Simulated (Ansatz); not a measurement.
# InSe: the cost of one run

Computed with Ansatz 0.2.0 (DFT PBE, scalar-relativistic, plane waves, PAW, unless a step's input says otherwise).

### 1 The system as given

It takes space group P6_3/mmc (No. 194, hexagonal). Conventional cell: a = 4.050 Å, b = 4.050 Å, c = 16.930 Å, α = 90.00°, β = 90.00°, γ = 120.00°. Around In (site symmetry 3m) lie 3 Se at 2.52 Å. Around Se (site symmetry 3m) lie 3 In at 2.52 Å.

As a file:

```cif
data_structure
_symmetry_space_group_name_H-M 'P 1'
_symmetry_Int_Tables_number 1
_cell_length_a 4.0500
_cell_length_b 4.0500
_cell_length_c 16.9300
_cell_angle_alpha 90.000
_cell_angle_beta 90.000
_cell_angle_gamma 120.000
_cell_volume 240.49
loop_
_atom_site_label
_atom_site_type_symbol
_atom_site_fract_x
_atom_site_fract_y
_atom_site_fract_z
_atom_site_occupancy
In1 In 0.33333 0.66667 0.15700 1
In2 In 0.66667 0.33333 0.65700 1
In3 In 0.33333 0.66667 0.34300 1
In4 In 0.66667 0.33333 0.84300 1
Se1 Se 0.33333 0.66667 0.60200 1
Se2 Se 0.66667 0.33333 0.10200 1
Se3 Se 0.33333 0.66667 0.89800 1
Se4 Se 0.66667 0.33333 0.39800 1
```

The structure comes from the Crystallography Open Database.

### 2 A first look at the start

Contents of input.yaml:

```yaml
crystal:
  lattice:
    - [4.0499987506, 0.0, 0.0]
    - [-2.0249993753, 3.5074018033, 0.0]
    - [0.0, 0.0, 16.93]
  atoms:
    - { symbol: In, position: [0.3333333333, 0.6666666667, 0.157] }
    - { symbol: In, position: [0.6666666667, 0.3333333333, 0.657] }
    - { symbol: In, position: [0.3333333333, 0.6666666667, 0.343] }
    - { symbol: In, position: [0.6666666667, 0.3333333333, 0.843] }
    - { symbol: Se, position: [0.3333333333, 0.6666666667, 0.602] }
    - { symbol: Se, position: [0.6666666667, 0.3333333333, 0.102] }
    - { symbol: Se, position: [0.3333333333, 0.6666666667, 0.898] }
    - { symbol: Se, position: [0.6666666667, 0.3333333333, 0.398] }
basis:
  ecutwfc: 420
kpoints:
  mp_grid: { grid: [6, 6, 1] }
hamiltonian:
  xc: pbe
scf:
  occupations: { method: gaussian, width: 0.1 }
output:
  forces: true
  stress: true
  eigenvalues: true
```

Started as:

```console
$ ansatz run input.yaml --threads 2 --pin off --max-ram 5120MiB --backend cpu --events-out ev --progress --plain --runs-dir out
```

What time and memory should one allow on 2 threads of Intel Xeon 6975P-C (Granite Rapids), shared host?

About 1.8 s, with a peak of 0.64 GiB.
